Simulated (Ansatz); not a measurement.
## BiTe: relaxation of cell and atoms with PBEsol

The system is BiTe.

```
Bi Te
1.0
     2.42271    1.39875    3.31729
    -2.42271    1.39875    3.31729
     0.00000   -2.79750    3.31729
Bi Te
1 1
Direct
  0.50000 0.50000 0.50000
  0.00000 0.00000 0.00000
```

The cell comes from a database or a generator and needn't be the stable form of this composition.

```json
{"Program": "Ansatz 0.2.0", "Task": "relaxation of cell and atoms", "Functional": "PBEsol", "Potentials or basis": "Ansatz PAW", "Cutoff": "420 eV (not typed: the program's choice for these potentials)", "k mesh": "7 × 7 × 7", "Occupations": "fermi-dirac, width 0.05 eV", "Spin": "no spin polarisation", "Target pressure": "30 GPa", "Target pressure (GPa)": "30"}
```

* Relaxed volume: 22.09 Å³/atom
* Relaxed cell: a = 3.535 Å, b = 3.535 Å, c = 3.535 Å, α = 90.00°, β = 90.00°, γ = 90.00°
* Space group after relaxing (to 0.05 Å): Pm-3m (No. 221)
* Energy change on relaxing (the enthalpy is what falls): +569.3 meV/atom
* Ionic steps: 14
* Pressure after relaxing: 30.0 GPa
* Band gap on the k mesh: none (metal or under the smearing width)

Step by step:
| step | energy change (eV) | largest force (eV/Å) | volume (Å³) |
| --- | --- | --- | --- |
| 1 | 0.0000 | 0.0000 | 67.45 |
| 2 | 0.1019 | 0.0000 | 58.04 |
| 3 | 0.6656 | 0.0000 | 51.08 |
| 4 | 1.0589 | 0.0000 | 47.97 |
| 5 | 1.1225 | 0.0000 | 46.78 |
| 6 | 1.1527 | 0.0000 | 45.76 |
| 7 | 1.2262 | 0.0000 | 44.59 |
| 8 | 1.2616 | 0.0000 | 43.80 |
| 9 | 1.2230 | 0.0000 | 43.79 |
| 10 | 1.1842 | 0.0000 | 43.95 |
| 11 | 1.1351 | 0.0000 | 44.20 |
| 12 | 1.1368 | 0.0000 | 44.19 |
| 13 | 1.1372 | 0.0000 | 44.19 |
| 14 | 1.1385 | 0.0000 | 44.19 |

Final structure:
```cif
data_structure
_symmetry_space_group_name_H-M 'P 1'
_symmetry_Int_Tables_number 1
_cell_length_a 3.5354
_cell_length_b 3.5354
_cell_length_c 3.5354
_cell_angle_alpha 89.996
_cell_angle_beta 89.996
_cell_angle_gamma 89.996
_cell_volume 44.19
loop_
_atom_site_label
_atom_site_type_symbol
_atom_site_fract_x
_atom_site_fract_y
_atom_site_fract_z
_atom_site_occupancy
Bi1 Bi 0.50000 0.50000 0.50000 1
Te1 Te 0.00000 0.00000 0.00000 1
```

Levels at points of the mesh, in eV from the Fermi level:
```csv
k point,band 12,band 13,band 14,band 15,band 16,band 17,band 18,band 19
"(0.00, 0.00, 0.00)",-7.49,-3.54,-3.54,-3.54,2.35,2.35,6.32,6.32
```

It took 34 s on 2 threads of Intel(R) Xeon(R) Platinum 8259CL CPU @ 2.50GHz (Skylake/Cascade Lake), on a shared host, peak memory 0.44 GiB.

Caveat: the volume moved by over 15 % at a fixed basis, so the end points are rough; the plane-wave basis is chosen anew once the cell has moved, so the energies of steps on either side of that aren't comparable; spin-orbit coupling is left out, which moves the levels of the heavy elements; the PAW data sets come from PBE, with cores solved anew for the run's functional, which leaves a small shift of forces and pressure.
